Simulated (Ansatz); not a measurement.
# AsH₂+ (singlet): RPA-PBE over a scan of the scale of all distances, cc-pVDZ

Aim: run AsH₂+ (singlet) with these functionals over a scan of the scale of all distances, and hold them against the top wave-function level at the same points.

The runs use Ansatz 0.2.0, Gaussian basis; cc-pVDZ, all electrons in the functionals, frozen cores in the correlation of double hybrids and RPA.

To be run: RPA-PBE, at 0.879; 1.000; 1.109; 1.307; 1.519; 1.778; 1.999; 2.429.

15 further runs of the same task are left out: 8 that didn't finish, 7 set aside as unsound or not needed.

### 1 What is computed

The geometry derives from a PBE0/def2-TZVP stationary point (not a proven minimum). All distances are scaled together. No spin-orbit coupling is included. The filled d shell of As may be among the frozen orbitals whatever the setting's name suggests; the logs give the count.

3 atoms, charge 1, spin multiplicity 1.

Atoms are counted from 1 here; the program's logs count them from 0.

Bond lengths: As1–H2 1.530 Å, As1–H3 1.530 Å. Angles: H2–As1–H3 91.0°.

No dispersion term is added.

The geometry shown and the zero of energy belong to the point 1.000. The yardstick, FCI, and other wave-function levels (R restricted, U unrestricted, valence and pair active spaces) come from earlier runs.

### 2 RPA-PBE, 0.879

Contents of in.yaml:

```yaml
crystal:
  periodic: [false, false, false]
  atoms:
    - {symbol: As, position_ang: [0.000000, -0.024705, 0.000000]}
    - {symbol: H, position_ang: [0.000000, 0.918197, -0.958901]}
    - {symbol: H, position_ang: [0.000000, 0.918195, 0.958902]}
basis:
  gaussian: {orbitals: cc-pVDZ}
total_charge: 1
magnetization: {spin_polarized: true, initial_magnetization: 0}
hamiltonian: {xc: {name: PBE}}
correlation: {method: rpa, electrons: outside_noble_gas}
```

On the command line:

```
> ansatz run in.yaml --threads 1 --pin off --events-out ev --progress --plain --max-ram 2393MiB
```

Output:

```text
Functional definition: PBE
  name "PBE"
  cite "Perdew, Burke & Ernzerhof, Phys. Rev. Lett. 77, 3865 (1996) doi:10.1103/PhysRevLett.77.3865"
  parent pbe
  parameter kappa = 0.804
  parameter beta = 0.06672455060314922
  exchange = pbe_x(kappa = kappa, mu = beta*pi^2/3)
  correlation = pbe_c(beta = beta)
415 factors; integrals over basis functions are off by at most 1.0e-3 eV
mean field evaluation 1: about -60851.4697 eV, gradient 1.0e1 eV
mean field evaluation 2: about -60851.4648 eV, gradient 1.0e1 eV
mean field evaluation 4: about -60852.2633 eV, gradient 8.0e-1 eV
mean field evaluation 8: about -60852.2683 eV, gradient 1.1e-3 eV
mean field evaluation 16: about -60851.5722 eV, gradient 3.4e0 eV
mean field -60852.26834090 eV, -2236.2796143791 hartree, gradient 1.3e-6 eV, S^2 0.000000; 2 other end points of the search recorded, 0 dependent functions left out
14 core orbitals not correlated: weight in the atoms' cores, before any rotation towards them, 0.999 or more for the frozen orbitals, at most 0.001 for the correlated occupied ones
reference -60815.78810892 eV, -2234.9389905812 hartree; 3, 3 occupied and 20, 20 virtual orbitals, 415 factors
Total energy: -60820.90309647 eV, -2235.1269629065 hartree
```

Run time: 1 s. Hardware: 1 thread of Arm Neoverse V2, shared host.

From the report: ⟨S²⟩ of the determinant 0.000 (pure singlet: 0.00).

### 3 RPA-PBE, 1.000

Contents of in.yaml:

```yaml
crystal:
  periodic: [false, false, false]
  atoms:
    - {symbol: As, position_ang: [0.000000, -0.028106, 0.000000]}
    - {symbol: H, position_ang: [0.000000, 1.044592, -1.090899]}
    - {symbol: H, position_ang: [0.000000, 1.044590, 1.090902]}
basis:
  gaussian: {orbitals: cc-pVDZ}
total_charge: 1
magnetization: {spin_polarized: true, initial_magnetization: 0}
hamiltonian: {xc: {name: PBE}}
correlation: {method: rpa, electrons: outside_noble_gas}
```

Launched as before.

Output, cut to the lines that bear on the results:

```text
Functional definition: PBE
  name "PBE"
  cite "Perdew, Burke & Ernzerhof, Phys. Rev. Lett. 77, 3865 (1996) doi:10.1103/PhysRevLett.77.3865"
  parent pbe
[...]
417 factors; integrals over basis functions are off by at most 7.0e-4 eV
[...]
mean field -60853.25447848 eV, -2236.3158542667 hartree, gradient 1.5e-6 eV, S^2 0.000000; 2 other end points of the search recorded, 0 dependent functions left out
14 core orbitals not correlated: weight in the atoms' cores, before any rotation towards them, 0.999 or more for the frozen orbitals, at most 0.000 for the correlated occupied ones
reference -60816.51961449 eV, -2234.9658729149 hartree; 3, 3 occupied and 20, 20 virtual orbitals, 417 factors
Total energy: -60821.81723866 eV, -2235.1605570122 hartree
```

Run time: 0.99 s. Hardware: 1 thread of Arm Neoverse V2, shared host.

From the report: ⟨S²⟩ of the determinant 0.000 (pure singlet: 0.00).

### 4 RPA-PBE, 1.109

Contents of in.yaml:

```yaml
crystal:
  periodic: [false, false, false]
  atoms:
    - {symbol: As, position_ang: [0.000000, -0.031170, 0.000000]}
    - {symbol: H, position_ang: [0.000000, 1.158453, -1.209807]}
    - {symbol: H, position_ang: [0.000000, 1.158450, 1.209810]}
basis:
  gaussian: {orbitals: cc-pVDZ}
total_charge: 1
magnetization: {spin_polarized: true, initial_magnetization: 0}
hamiltonian: {xc: {name: PBE}}
correlation: {method: rpa, electrons: outside_noble_gas}
```

The command is unchanged.

Output, cut to the lines that bear on the results:

```text
Functional definition: PBE
  name "PBE"
  cite "Perdew, Burke & Ernzerhof, Phys. Rev. Lett. 77, 3865 (1996) doi:10.1103/PhysRevLett.77.3865"
  parent pbe
[...]
417 factors; integrals over basis functions are off by at most 8.0e-4 eV
[...]
mean field -60852.98449950 eV, -2236.3059327221 hartree, gradient 1.7e-6 eV, S^2 0.000000; 2 other end points of the search recorded, 0 dependent functions left out
14 core orbitals not correlated: weight in the atoms' cores, before any rotation towards them, 1.000 or more for the frozen orbitals, at most 0.000 for the correlated occupied ones
reference -60815.95960237 eV, -2234.9452928490 hartree; 3, 3 occupied and 20, 20 virtual orbitals, 417 factors
Total energy: -60821.46907129 eV, -2235.1477620975 hartree
```

Wall time 1 s (1 thread of Arm Neoverse V2, shared host).

From the report: ⟨S²⟩ of the determinant 0.000 (pure singlet: 0.00).

From 1.000: +33.6 kJ/mol.

### 5 RPA-PBE, 1.307

Contents of in.yaml:

```yaml
crystal:
  periodic: [false, false, false]
  atoms:
    - {symbol: As, position_ang: [0.000000, -0.036735, 0.000000]}
    - {symbol: H, position_ang: [0.000000, 1.365282, -1.425806]}
    - {symbol: H, position_ang: [0.000000, 1.365279, 1.425808]}
basis:
  gaussian: {orbitals: cc-pVDZ}
total_charge: 1
magnetization: {spin_polarized: true, initial_magnetization: 0}
hamiltonian: {xc: {name: PBE}}
correlation: {method: rpa, electrons: outside_noble_gas}
```

The command is unchanged.

Output, cut to the lines that bear on the results:

```text
Functional definition: PBE
  name "PBE"
  cite "Perdew, Burke & Ernzerhof, Phys. Rev. Lett. 77, 3865 (1996) doi:10.1103/PhysRevLett.77.3865"
  parent pbe
[...]
421 factors; integrals over basis functions are off by at most 4.9e-4 eV
[...]
mean field -60851.45967700 eV, -2236.2498965290 hartree, gradient 3.9e-7 eV, S^2 0.000000; 12 other end points of the search recorded, 0 dependent functions left out
14 core orbitals not correlated: weight in the atoms' cores, before any rotation towards them, 1.000 or more for the frozen orbitals, at most 0.000 for the correlated occupied ones
reference -60813.84235149 eV, -2234.8674853142 hartree; 3, 3 occupied and 20, 20 virtual orbitals, 421 factors
Total energy: -60819.85830893 eV, -2235.0885676726 hartree
```

Wall time 3.6 s (1 thread of Arm Neoverse V2, shared host).

From the report: ⟨S²⟩ of the determinant 0.000 (pure singlet: 0.00).

From 1.000: +189.0 kJ/mol.

### 6 RPA-PBE, 1.519

Contents of in.yaml:

```yaml
crystal:
  periodic: [false, false, false]
  atoms:
    - {symbol: As, position_ang: [0.000000, -0.042694, 0.000000]}
    - {symbol: H, position_ang: [0.000000, 1.586736, -1.657076]}
    - {symbol: H, position_ang: [0.000000, 1.586732, 1.657079]}
basis:
  gaussian: {orbitals: cc-pVDZ}
total_charge: 1
magnetization: {spin_polarized: true, initial_magnetization: 0}
hamiltonian: {xc: {name: PBE}}
correlation: {method: rpa, electrons: outside_noble_gas}
```

The command is unchanged.

Output, cut to the lines that bear on the results:

```text
Functional definition: PBE
  name "PBE"
  cite "Perdew, Burke & Ernzerhof, Phys. Rev. Lett. 77, 3865 (1996) doi:10.1103/PhysRevLett.77.3865"
  parent pbe
[...]
413 factors; integrals over basis functions are off by at most 1.1e-3 eV
[...]
mean field -60849.56846337 eV, -2236.1803957098 hartree, gradient 3.4e-9 eV, S^2 0.004233; 21 other end points of the search recorded, 0 dependent functions left out
14 core orbitals not correlated: weight in the atoms' cores, before any rotation towards them, 1.000 or more for the frozen orbitals, at most 0.000 for the correlated occupied ones
reference -60811.29638474 eV, -2234.7739227620 hartree; 3, 3 occupied and 20, 20 virtual orbitals, 413 factors
Total energy: -60818.03486399 eV, -2235.0215573068 hartree
```

Wall time 9 s (1 thread of Arm Neoverse V2, shared host).

From the report: ⟨S²⟩ of the determinant 0.004 (pure singlet: 0.00).

From 1.000: +364.9 kJ/mol.

### 7 RPA-PBE, 1.778

Contents of in.yaml:

```yaml
crystal:
  periodic: [false, false, false]
  atoms:
    - {symbol: As, position_ang: [0.000000, -0.049973, 0.000000]}
    - {symbol: H, position_ang: [0.000000, 1.857285, -1.939619]}
    - {symbol: H, position_ang: [0.000000, 1.857281, 1.939623]}
basis:
  gaussian: {orbitals: cc-pVDZ}
total_charge: 1
magnetization: {spin_polarized: true, initial_magnetization: 0}
hamiltonian: {xc: {name: PBE}}
correlation: {method: rpa, electrons: outside_noble_gas}
```

The command is unchanged.

Output, cut to the lines that bear on the results:

```text
Functional definition: PBE
  name "PBE"
  cite "Perdew, Burke & Ernzerhof, Phys. Rev. Lett. 77, 3865 (1996) doi:10.1103/PhysRevLett.77.3865"
  parent pbe
[...]
417 factors; integrals over basis functions are off by at most 4.4e-4 eV
[...]
mean field -60847.99463804 eV, -2236.1225586958 hartree, gradient 3.2e-6 eV, S^2 1.268601; 28 other end points of the search recorded, 0 dependent functions left out
14 core orbitals not correlated: weight in the atoms' cores, before any rotation towards them, 1.000 or more for the frozen orbitals, at most 0.000 for the correlated occupied ones
reference -60811.33679053 eV, -2234.7754076475 hartree; 3, 3 occupied and 20, 20 virtual orbitals, 417 factors
Total energy: -60816.35040110 eV, -2234.9596544376 hartree
```

Wall time 14 s (1 thread of Arm Neoverse V2, shared host).

From the report: ⟨S²⟩ of the determinant 1.269 (pure singlet: 0.00). The determinant is far from a pure spin state, so its energy mixes those of several spin states (harmless only where they are near-degenerate, as at dissociation).

From 1.000: +527.5 kJ/mol.

### 8 RPA-PBE, 1.999

Contents of in.yaml:

```yaml
crystal:
  periodic: [false, false, false]
  atoms:
    - {symbol: As, position_ang: [0.000000, -0.056185, 0.000000]}
    - {symbol: H, position_ang: [0.000000, 2.088140, -2.180708]}
    - {symbol: H, position_ang: [0.000000, 2.088136, 2.180712]}
basis:
  gaussian: {orbitals: cc-pVDZ}
total_charge: 1
magnetization: {spin_polarized: true, initial_magnetization: 0}
hamiltonian: {xc: {name: PBE}}
correlation: {method: rpa, electrons: outside_noble_gas}
```

Same command.

Output, cut to the lines that bear on the results:

```text
Functional definition: PBE
  name "PBE"
  cite "Perdew, Burke & Ernzerhof, Phys. Rev. Lett. 77, 3865 (1996) doi:10.1103/PhysRevLett.77.3865"
  parent pbe
[...]
417 factors; integrals over basis functions are off by at most 2.2e-4 eV
[...]
mean field -60847.54685214 eV, -2236.1061028674 hartree, gradient 3.3e-9 eV, S^2 1.831400; 17 other end points of the search recorded, 0 dependent functions left out
14 core orbitals not correlated: weight in the atoms' cores, before any rotation towards them, 1.000 or more for the frozen orbitals, at most 0.000 for the correlated occupied ones
reference -60811.48600106 eV, -2234.7808910334 hartree; 3, 3 occupied and 20, 20 virtual orbitals, 417 factors
Total energy: -60815.97655958 eV, -2234.9459160153 hartree
```

It took 15 s on 1 thread of Arm Neoverse V2, shared host.

From the report: ⟨S²⟩ of the determinant 1.831 (pure singlet: 0.00). The determinant is far from a pure spin state, so its energy mixes those of several spin states (harmless only where they are near-degenerate, as at dissociation).

From 1.000: +563.5 kJ/mol.

### 9 RPA-PBE, 2.429

Contents of in.yaml:

```yaml
crystal:
  periodic: [false, false, false]
  atoms:
    - {symbol: As, position_ang: [0.000000, -0.068270, 0.000000]}
    - {symbol: H, position_ang: [0.000000, 2.537315, -2.649795]}
    - {symbol: H, position_ang: [0.000000, 2.537309, 2.649800]}
basis:
  gaussian: {orbitals: cc-pVDZ}
total_charge: 1
magnetization: {spin_polarized: true, initial_magnetization: 0}
hamiltonian: {xc: {name: PBE}}
correlation: {method: rpa, electrons: outside_noble_gas}
```

The command is unchanged.

Output, cut to the lines that bear on the results:

```text
Functional definition: PBE
  name "PBE"
  cite "Perdew, Burke & Ernzerhof, Phys. Rev. Lett. 77, 3865 (1996) doi:10.1103/PhysRevLett.77.3865"
  parent pbe
[...]
419 factors; integrals over basis functions are off by at most 2.2e-4 eV
[...]
mean field -60847.23976290 eV, -2236.0948175461 hartree, gradient 1.7e-8 eV, S^2 1.958671; 15 other end points of the search recorded, 0 dependent functions left out
14 core orbitals not correlated: weight in the atoms' cores, before any rotation towards them, 1.000 or more for the frozen orbitals, at most 0.000 for the correlated occupied ones
reference -60811.10512359 eV, -2234.7668940445 hartree; 3, 3 occupied and 20, 20 virtual orbitals, 419 factors
Total energy: -60815.82345168 eV, -2234.9402894036 hartree
```

It took 10 s on 1 thread of Arm Neoverse V2, shared host.

From the report: ⟨S²⟩ of the determinant 1.959 (pure singlet: 0.00). The determinant is far from a pure spin state, so its energy mixes those of several spin states (harmless only where they are near-degenerate, as at dissociation).

From 1.000: +578.3 kJ/mol.

### 10 The comparison

The yardstick is full CI for this spin, exact in this basis with these frozen cores. It comes from earlier runs at the same points. Energies in kJ/mol, counted from 1.000; blanks weren't run or aren't comparable.

| level | 0.879 | 1.000 | 1.109 | 1.307 | 1.519 | 1.778 | 1.999 | 2.429 |
| --- | --- | --- | --- | --- | --- | --- | --- | --- |
| FCI | 84.2 | 0.0 | 36.5 | 193.4 | 361.5 | 494.9 | 549.0 | 579.5 |
| RPA-PBE | 88.2 | 0.0 | 33.6 | 189.0 | 364.9 | 527.5 | 563.5 | 578.3 |

Largest miss and mean time a point (FCI took 4.2 s a point; shared hosts):

```csv
level,largest miss (kJ/mol),where,time a point
RPA-PBE,+32.6,1.778,6.8 s
```

### 11 Summary of results

| quantity | value |
| --- | --- |
| span of the FCI curve | 579.5 kJ/mol |
| largest miss, RPA-PBE | +32.6 kJ/mol (1.778) |

**Reading.** RPA-PBE strays by up to 32.6 kJ/mol, at 1.778. RPA-PBE clearly breaks the spin symmetry at some points (⟨S²⟩ up to 1.96 above the pure value), so energy there is bought with a mixed spin. Functionals and the yardstick converge differently with the basis, so part of each miss in cc-pVDZ is the basis.
